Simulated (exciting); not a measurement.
# TaTe (Pm-3m) in exciting: reference runs

Reference runs on TaTe: the cell as given.

Everything below comes from runs of exciting (release sodium). Logs are shortened: lines on timing, memory, paths and dates and some standing lists are left out, and cuts for length are marked.

## Step 1: The crystal as given

Symmetry: Pm-3m, No. 221, cubic system. Conventional cell: a = 3.420 Å, b = 3.420 Å, c = 3.420 Å, α = 90.00°, β = 90.00°, γ = 90.00°. Ta (site symmetry m-3m) has 8 Te at 2.96 Å as nearest neighbours. Te (site symmetry m-3m) is surrounded by 8 Ta at 2.96 Å.

The cell was built by a generator and needn't be a form met in nature.

## Step 2: Single point, PBEsol

input.xml

```xml
<input>
  <title>TaTe</title>
  <structure speciespath="./" tshift="false">
    <crystal scale="1">
      <basevect>6.463033421571 0.000000000000 0.000000000000</basevect>
      <basevect>0.000000000000 6.463033421571 0.000000000000</basevect>
      <basevect>0.000000000000 0.000000000000 6.463033421571</basevect>
    </crystal>
    <species speciesfile="Ta.xml" rmt="2.3">
      <atom coord="0.500000000000 0.500000000000 0.500000000000"/>
    </species>
    <species speciesfile="Te.xml" rmt="2.3">
      <atom coord="0.000000000000 0.000000000000 0.000000000000"/>
    </species>
  </structure>
  <groundstate do="fromscratch" ngridk="8 8 8" rgkmax="9" gmaxvr="14" lmaxapw="10" lmaxmat="10" lmaxvr="8" xctype="GGA_PBE_SOL" stype="Fermi Dirac" swidth="0.00183747" nempty="14" ValenceRelativity="iora*" epsengy="1e-05" epspot="1e-05" maxscl="60" tforce="true" outputlevel="normal"/>
</input>
```

Potentials or basis: all-electron LAPW+lo, shipped species files, valence relativity iora*.

Run with:

```
OMP_NUM_THREADS=1 exciting_smp
```

INFO.OUT:

```text
================================================================================
EXCITING SODIUM started
[... 10 lines left out ...]

 Lattice vectors (cartesian) :
      6.4630334216      0.0000000000      0.0000000000
      0.0000000000      6.4630334216      0.0000000000
      0.0000000000      0.0000000000      6.4630334216

 Reciprocal lattice vectors (cartesian) :
      0.9721728014      0.0000000000      0.0000000000
      0.0000000000      0.9721728014      0.0000000000
      0.0000000000      0.0000000000      0.9721728014

 Unit cell volume                           :     269.9660829627
 Brillouin zone volume                      :       0.9188199152

 Species :    1 (Ta)
     parameters loaded from                 :    Ta.xml
     name                                   :    tantalum
     nuclear charge                         :     -73.00000000
     electronic charge                      :      73.00000000
     atomic mass                            :  329847.84330000
     muffin-tin radius                      :       2.30000000
     # of radial points in muffin-tin       :     450

     atomic positions (lattice) :
       1 :   0.50000000  0.50000000  0.50000000

 Species :    2 (Te)
     parameters loaded from                 :    Te.xml
     name                                   :    tellurium
     nuclear charge                         :     -52.00000000
     electronic charge                      :      52.00000000
     atomic mass                            :  232600.57070000
     muffin-tin radius                      :       2.30000000
     # of radial points in muffin-tin       :     400

     atomic positions (lattice) :
       1 :   0.00000000  0.00000000  0.00000000

 Total number of atoms per unit cell        :       2

 Spin treatment                             :    spin-unpolarised

 Number of Bravais lattice symmetries       :      48
 Number of crystal symmetries               :      48

 k-point grid                               :       8    8    8
 Total number of k-points                   :      35
 k-point set is reduced with crystal symmetries

 R^MT_min * |G+k|_max (rgkmax)              :       9.00000000
 Species with R^MT_min                      :       1 (Ta)
 Maximum |G+k| for APW functions            :       3.91304348
 Maximum |G| for potential and density      :      14.00000000

 G-vector grid sizes                        :      30    30    30
 Total number of G-vectors                  :   12533

 Maximum angular momentum used for
     APW functions                          :      10
     computing H and O matrix elements      :      10
     potential and density                  :       8
     inner part of muffin-tin               :       2

 Total nuclear charge                       :    -125.00000000
 Total electronic charge                    :     125.00000000
 Total core charge                          :      82.00000000
 Total valence charge                       :      43.00000000

 Number of empty states                     :      14
 Total number of valence states             :      36

 Maximum Hamiltonian size                   :     327
 Maximum number of plane-waves              :     286
 Total number of local-orbitals             :      41

 Exchange-correlation type                  :      22
     PBEsol, Phys. Rev. Lett. 100, 136406 (2008)
     Generalised gradient approximation (GGA)

 Smearing scheme                            :    Fermi-Dirac
 Smearing width                             :       0.00183747

 Using multisecant Broyden potential mixing
[... 6 lines left out ...]
* Groundstate module started                                                   *
********************************************************************************
 Output level for this task is set to normal

++++++++++++++++++++++++++++++++++++++++++++++++++++++++++++++++++++++++++++++++
[... 5 lines left out ...]
+ SCF iteration number :    1                                                  +
++++++++++++++++++++++++++++++++++++++++++++++++++++++++++++++++++++++++++++++++
 Total energy                               :    -22401.91434754
 _______________________________________________________________
 Fermi energy                               :         0.47257071
 Kinetic energy                             :     24727.78268957
 Coulomb energy                             :    -46643.67416576
 Exchange energy                            :      -477.86159361
 Correlation energy                         :        -8.16127774

 DOS at Fermi energy (states/Ha/cell)       :       102.93066628

 Electron charges :
     core                                   :        82.00000000
     core leakage                           :         0.00222693
     valence                                :        43.00000000
     interstitial                           :         5.92320807
     charge in muffin-tin spheres :
                  atom     1    Ta          :        70.05504762
                  atom     2    Te          :        49.02174431
     total charge in muffin-tins            :       119.07679193
     total charge                           :       125.00000000

++++++++++++++++++++++++++++++++++++++++++++++++++++++++++++++++++++++++++++++++
+ SCF iteration number :    2                                                  +
++++++++++++++++++++++++++++++++++++++++++++++++++++++++++++++++++++++++++++++++
 Total energy                               :    -22410.50795794
 _______________________________________________________________
 Fermi energy                               :         0.46892806
 Kinetic energy                             :     24722.82738949
 Coulomb energy                             :    -46647.15211403
 Exchange energy                            :      -478.02070478
 Correlation energy                         :        -8.16252862

 DOS at Fermi energy (states/Ha/cell)       :       100.73579366

 Electron charges :
     core                                   :        82.00000000
     core leakage                           :         0.00219530
     valence                                :        43.00000000
     interstitial                           :         5.86607576
     charge in muffin-tin spheres :
                  atom     1    Ta          :        70.09799221
                  atom     2    Te          :        49.03593203
     total charge in muffin-tins            :       119.13392424
     total charge                           :       125.00000000
[... 325 lines left out ...]
++++++++++++++++++++++++++++++++++++++++++++++++++++++++++++++++++++++++++++++++
+ SCF iteration number :   14                                                  +
++++++++++++++++++++++++++++++++++++++++++++++++++++++++++++++++++++++++++++++++
 Total energy                               :    -22415.49136667
 _______________________________________________________________
 Fermi energy                               :         0.46527523
 Kinetic energy                             :     24718.98500223
 Coulomb energy                             :    -46648.21359375
 Exchange energy                            :      -478.09990168
 Correlation energy                         :        -8.16287346

 DOS at Fermi energy (states/Ha/cell)       :        96.93747591

 Electron charges :
     core                                   :        82.00000000
     core leakage                           :         0.00216089
     valence                                :        43.00000000
     interstitial                           :         5.79298761
     charge in muffin-tin spheres :
                  atom     1    Ta          :        70.12475458
                  atom     2    Te          :        49.08225780
     total charge in muffin-tins            :       119.20701239
     total charge                           :       125.00000000

 RMS change in effective potential (target) :  0.456655E-08  ( 0.100000E-04)
 Absolute change in total energy   (target) :  0.807766E-06  ( 0.100000E-04)
 Charge distance                   (target) :  0.313127E-09  ( 0.100000E-04)
 Abs. change in max-nonIBS-force   (target) :   0.00000      ( 0.500000E-04)

++++++++++++++++++++++++++++++++++++++++++++++++++++++++++++++++++++++++++++++++
| Convergency criteria checked for the last 2 iterations                       +
| Convergence targets achieved. Performing final SCF iteration                 +
++++++++++++++++++++++++++++++++++++++++++++++++++++++++++++++++++++++++++++++++
 Total energy                               :    -22415.49136512
 _______________________________________________________________
 Fermi energy                               :         0.46527524
 Kinetic energy                             :     24718.98500298
 Coulomb energy                             :    -46648.21359299
 Exchange energy                            :      -478.09990165
 Correlation energy                         :        -8.16287346

 DOS at Fermi energy (states/Ha/cell)       :        96.93747084

 Electron charges :
     core                                   :        82.00000000
     core leakage                           :         0.00216089
     valence                                :        43.00000000
     interstitial                           :         5.79298761
     charge in muffin-tin spheres :
                  atom     1    Ta          :        70.12475459
                  atom     2    Te          :        49.08225780
     total charge in muffin-tins            :       119.20701239
     total charge                           :       125.00000000

++++++++++++++++++++++++++++++++++++++++++++++++++++++++++++++++++++++++++++++++
+ Self-consistent loop stopped                                                 +
++++++++++++++++++++++++++++++++++++++++++++++++++++++++++++++++++++++++++++++++
 STATE.OUT is written

--------------------------------------------------------------------------------
- Writing atomic positions and forces                                          -
--------------------------------------------------------------------------------

 Atomic positions (lattice) :
 atom     1  Ta  :     0.50000000    0.50000000    0.50000000
 atom     2  Te  :     0.00000000    0.00000000    0.00000000

 Total atomic forces including IBS (cartesian) :
 atom     1  Ta  :     0.00000000    0.00000000    0.00000000
 atom     2  Te  :    -0.00000000    0.00000000    0.00000000

 Atomic force components including IBS (cartesian) :
 atom     1  Ta  :    -0.00000000    0.00000000    0.00000000   HF force
                 :     0.00000000    0.00000000    0.00000000   core correction
                 :     0.00000000    0.00000000    0.00000000   IBS correction
 atom     2  Te  :     0.00000000    0.00000000    0.00000000   HF force
                 :     0.00000000    0.00000000    0.00000000   core correction
                 :    -0.00000000    0.00000000    0.00000000   IBS correction

********************************************************************************
* Groundstate module stopped                                                   *
********************************************************************************

--------------------------------------------------------------------------------
- CAUTION! Warnings have been written in file WARNING.OUT !                    -
--------------------------------------------------------------------------------
================================================================================
| EXCITING SODIUM stopped                                                      =
================================================================================
```

It took 78 s on 1 thread of Arm Neoverse V2, shared host; peak memory 0.13 GiB.

Results:

| Property | Result |
| --- | --- |
| Free energy | -609956.6211 eV |
| Band gap on the k mesh | none (metal or under the smearing width) |
| All electrons inside the program's atomic spheres | Ta 70.12; Te 49.08 (radii Ta 2.3, Te 2.3 bohr) |

Levels at points of the mesh, in eV from the Fermi level:
```tsv
k point	band 19	band 20	band 21	band 22	band 23	band 24	band 25	band 26
(0.00, 0.00, 0.00)	-2.82	-1.46	-1.46	-1.46	1.39	1.39	1.39	2.00
(0.50, 0.00, 0.00)	-2.97	-2.97	-1.99	1.57	2.71	4.45	5.06	5.23
(0.50, 0.50, 0.00)	-5.90	-3.41	-0.27	-0.27	0.47	1.43	3.12	3.52
(0.50, 0.50, 0.50)	-6.71	-6.71	1.54	1.54	1.54	3.26	3.26	4.47
```

Caveat: the log's total energy holds no entropy term; the free energy is that total less TS from the occupations. The run has no spin-orbit coupling, so splittings on Ta, Te are missing.
